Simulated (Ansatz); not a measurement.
# InNH2Cl (SMILES [NH2][In][Cl]) at UB3LYP/def2-SVP (core potential)

What is the vertical ionisation energy of InNH2Cl at UB3LYP/def2-SVP (core potential)? 

Program for the calculation: Ansatz 0.2.0.

58 further runs of the same task are left out: 58 set aside as unsound or not needed.

### 1 Starting point

The species is InNH2Cl (5 atoms), meant as a doublet with charge 0. SMILES: `[NH2][In][Cl]`. The shape is that of a PBE0-D4/def2-TZVP optimisation. This is one conformer, not always the lowest.

Bond lengths: N1–In2 2.072 Å, In2–Cl3 2.369 Å, N1–H4 1.015 Å, N1–H5 1.017 Å. Angles: N1–In2–Cl3 113.1°, In2–N1–H4 113.0°, In2–N1–H5 110.3°, H4–N1–H5 107.4°.

### 2 The energy at UB3LYP/def2-SVP (core potential)

in.yaml reads:

```yaml
crystal:
  periodic: [false, false, false]
  atoms:
    - {symbol: "N", position_ang: [-0.142600, 0.808600, -0.493900]}
    - {symbol: In, position_ang: [-0.411600, -1.217800, -0.153300]}
    - {symbol: Cl, position_ang: [1.391500, -2.211500, 1.018700]}
    - {symbol: H, position_ang: [-0.999700, 1.283800, -0.756700]}
    - {symbol: H, position_ang: [0.212300, 1.263200, 0.343800]}
basis:
  gaussian:
    orbitals: def2-SVP
total_charge: 0
magnetization:
  spin_polarized: true
  initial_magnetization: 1
hamiltonian:
  xc: {name: B3LYP}
accuracy: high
output:
  orbitals: {seedname: orbitals}
```

Run with:

```
ansatz run in.yaml --threads 1 --pin off --max-ram 2610MiB --events-out events.jsonl --progress --plain --runs-dir runs
```

The log of the run:

```text
Warning: RAYON_NUM_THREADS=1 ignored (pool sized by the plan → 1); use --threads N
Functional definition: B3LYP
  name "B3LYP"
  parameter a0 = 0.2
  parameter ax = 0.72
  parameter ac = 0.81
  exchange = (1 - a0 - ax)*slater_x + ax*b88_x + a0*exact_x
  correlation = (1 - ac)*vwn_rpa_c + ac*lyp_c
1544 factors; integrals over basis functions are off by at most 3.3e-9 eV
mean field evaluation 1: about -19208.2477 eV, gradient 4.4e1 eV
mean field evaluation 2: about -19155.5745 eV, gradient 9.0e1 eV
mean field evaluation 4: about -19216.4644 eV, gradient 9.0e0 eV
mean field evaluation 8: about -19216.9989 eV, gradient 4.3e-1 eV
mean field evaluation 16: about -19217.0007 eV, gradient 2.2e-4 eV
mean field -19217.00071474 eV, -706.2117505159 hartree, gradient 8.9e-8 eV, S^2 0.755955; 0 other end points of the search recorded, 0 dependent functions left out
reference -19217.00074965 eV, -706.2117517989 hartree; 24, 23 occupied and 44, 45 virtual orbitals, 1544 factors
Total energy: -19217.00074965 eV, -706.2117517989 hartree
```

It took 12 s on 1 thread of Arm Neoverse V1, shared host; peak memory 0.3 GiB.

### 3 The singlet cation

in.yaml reads:

```yaml
crystal:
  periodic: [false, false, false]
  atoms:
    - {symbol: N, position_ang: [-0.142600, 0.808600, -0.493900]}
    - {symbol: In, position_ang: [-0.411600, -1.217800, -0.153300]}
    - {symbol: Cl, position_ang: [1.391500, -2.211500, 1.018700]}
    - {symbol: H, position_ang: [-0.999700, 1.283800, -0.756700]}
    - {symbol: H, position_ang: [0.212300, 1.263200, 0.343800]}
basis:
  gaussian: {orbitals: def2-SVP}
total_charge: 1
accuracy: high
output: {orbitals: {seedname: orbitals}}
hamiltonian: {xc: {name: B3LYP}}
```

Run with:

```
ansatz run in.yaml --threads 1 --pin off --max-ram 2610MiB --events-out events.jsonl --progress --plain --runs-dir runs
```

The log of the run:

```text
Warning: RAYON_NUM_THREADS=1 ignored (pool sized by the plan → 1); use --threads N
Functional definition: B3LYP
  name "B3LYP"
  parameter a0 = 0.2
  parameter ax = 0.72
  parameter ac = 0.81
  exchange = (1 - a0 - ax)*slater_x + ax*b88_x + a0*exact_x
  correlation = (1 - ac)*vwn_rpa_c + ac*lyp_c
1543 factors; integrals over basis functions are off by at most 3.3e-9 eV
mean field evaluation 1: about -19189.4735 eV, gradient 8.8e1 eV
mean field evaluation 2: about -19097.8172 eV, gradient 1.5e2 eV
mean field evaluation 4: about -19204.4873 eV, gradient 3.6e1 eV
mean field evaluation 8: about -19208.5236 eV, gradient 1.4e-1 eV
mean field evaluation 16: about -19208.5901 eV, gradient 1.3e-4 eV
mean field -19208.59010060 eV, -705.9026661469 hartree, gradient 6.8e-8 eV, S^2 0.000000; 0 other end points of the search recorded, 0 dependent functions left out
reference -19208.59013584 eV, -705.9026674422 hartree; 23, 23 occupied and 45, 45 virtual orbitals, 1543 factors
Total energy: -19208.59013584 eV, -705.9026674422 hartree
```

It took 6 s on 1 thread of Arm Neoverse V1, shared host; peak memory 0.19 GiB.

### 4 Outcome

Level: UB3LYP/def2-SVP (core potential).

| quantity | value |
| --- | --- |
| doublet InNH2Cl: total energy | -706.21175 Eh |
| doublet InNH2Cl: HOMO energy (highest over α and β) | -6.03 eV |
| doublet InNH2Cl: LUMO energy (lowest over α and β) | -3.82 eV |
| doublet InNH2Cl: ⟨S²⟩ | 0.756 |
| singlet cation: total energy | -705.90267 Eh |
| singlet cation: HOMO energy | -13.53 eV |
| singlet cation: LUMO energy | -10.78 eV |
| singlet cation: HOMO–LUMO gap | 2.75 eV |
| vertical ionisation energy (to the singlet cation) | 8.411 eV |

What this shows: The vertical ionisation energy comes to 8.41 eV (812 kJ/mol). Only the singlet of the ionised species was computed; a triplet could lie lower.
